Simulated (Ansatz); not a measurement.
# C2H5F2GaN radical: how energies converge with the basis set

One table from this session's results is given with a row withheld; the runs are named, their logs left out.

Method: one geometry, several basis sets; program: Ansatz 0.2.0, Gaussian basis.

The runs, in order: PBE0-D4/def2-SVP; ωB97M-V/def2-SVP; PBE0-D4/def2-QZVPP; ωB97M-V/def2-QZVPP; the functionals' def2-TZVPP values are taken from earlier runs.

## The geometry

All runs share one geometry, relaxed beforehand with PBE0-D4 in a triple-zeta def2 set.

11 atoms, charge 0, spin multiplicity 2.

Atoms are counted from 1 here; the program's logs count them from 0.

Bond lengths: C1–N2 1.262 Å, C1–H7 1.092 Å, C1–H8 1.087 Å, N2–C3 1.445 Å, N2–Ga4 2.099 Å, C3–H9 1.092 Å, C3–H10 1.092 Å, C3–H11 1.093 Å, Ga4–F5 1.788 Å, Ga4–F6 1.793 Å. Angles: N2–C1–H7 121.4°, N2–C1–H8 118.4°, H7–C1–H8 120.2°, C1–N2–C3 121.7°, C1–N2–Ga4 119.5°, C3–N2–Ga4 118.7°, N2–C3–H9 109.1°, N2–C3–H10 108.1°, N2–C3–H11 111.8°, H9–C3–H10 107.6°, H9–C3–H11 109.7°, H10–C3–H11 110.5°, N2–Ga4–F5 94.4°, N2–Ga4–F6 94.0°, F5–Ga4–F6 114.0°.

Coordinates:

```
C    -0.9478   -0.9198    0.4830
N    -0.0477   -0.0730    0.2278
C     1.3250   -0.4677    0.0099
Ga   -0.5666    1.9456   -0.0235
F     0.2130    2.0884   -1.6265
F    -2.3276    1.6140   -0.0958
H    -0.7190   -1.9838    0.5682
H    -1.9691   -0.5682    0.6043
H     1.9590    0.0195    0.7537
H     1.6299   -0.1038   -0.9730
H     1.4508   -1.5514    0.0719
```

Set-up of the first run:

in.yaml

```yaml
crystal:
  periodic: [false, false, false]
  atoms:
    - {symbol: C, position_ang: [-0.947769, -0.919797, 0.483021]}
    - {symbol: N, position_ang: [-0.047667, -0.072973, 0.227835]}
    - {symbol: C, position_ang: [1.325016, -0.467713, 0.009882]}
    - {symbol: Ga, position_ang: [-0.566596, 1.945643, -0.023520]}
    - {symbol: F, position_ang: [0.213028, 2.088439, -1.626547]}
    - {symbol: F, position_ang: [-2.327568, 1.613968, -0.095760]}
    - {symbol: H, position_ang: [-0.718998, -1.983763, 0.568199]}
    - {symbol: H, position_ang: [-1.969147, -0.568187, 0.604316]}
    - {symbol: H, position_ang: [1.959003, 0.019520, 0.753651]}
    - {symbol: H, position_ang: [1.629852, -0.103773, -0.973017]}
    - {symbol: H, position_ang: [1.450836, -1.551373, 0.071930]}
basis:
  gaussian: {orbitals: def2-SVP}
magnetization: {spin_polarized: true, initial_magnetization: 1}
hamiltonian: {xc: pbe0, dispersion: d4}
output: {orbitals: {seedname: orbitals}}
```

Among the steps run: PBE0-D4 in def2-SVP; ωB97M-V in def2-SVP; PBE0-D4 in def2-QZVPP; ωB97M-V in def2-QZVPP.

One table of the session follows, with a row left open; its other results are not shown here.

It belongs to the step «Functionals by basis». 

| functional | basis | HOMO (eV) | LUMO (eV) |
| --- | --- | --- | --- |
| PBE0-D4 | def2-SVP | -5.65 | -2.33 |
| PBE0-D4 | def2-TZVPP | ? | ? |
| PBE0-D4 | def2-QZVPP | -5.85 | -2.51 |
| ωB97M-V | def2-SVP | -7.67 | -0.61 |
| ωB97M-V | def2-TZVPP | -7.84 | -0.67 |
| ωB97M-V | def2-QZVPP | -7.91 | -0.82 |

**Question.** Estimate the row for PBE0-D4, def2-TZVPP.

**Answer.** HOMO (eV): -5.80; LUMO (eV): -2.45. In the column «HOMO (eV)» it lies between PBE0-D4, def2-QZVPP (-5.85) and PBE0-D4, def2-SVP (-5.65).
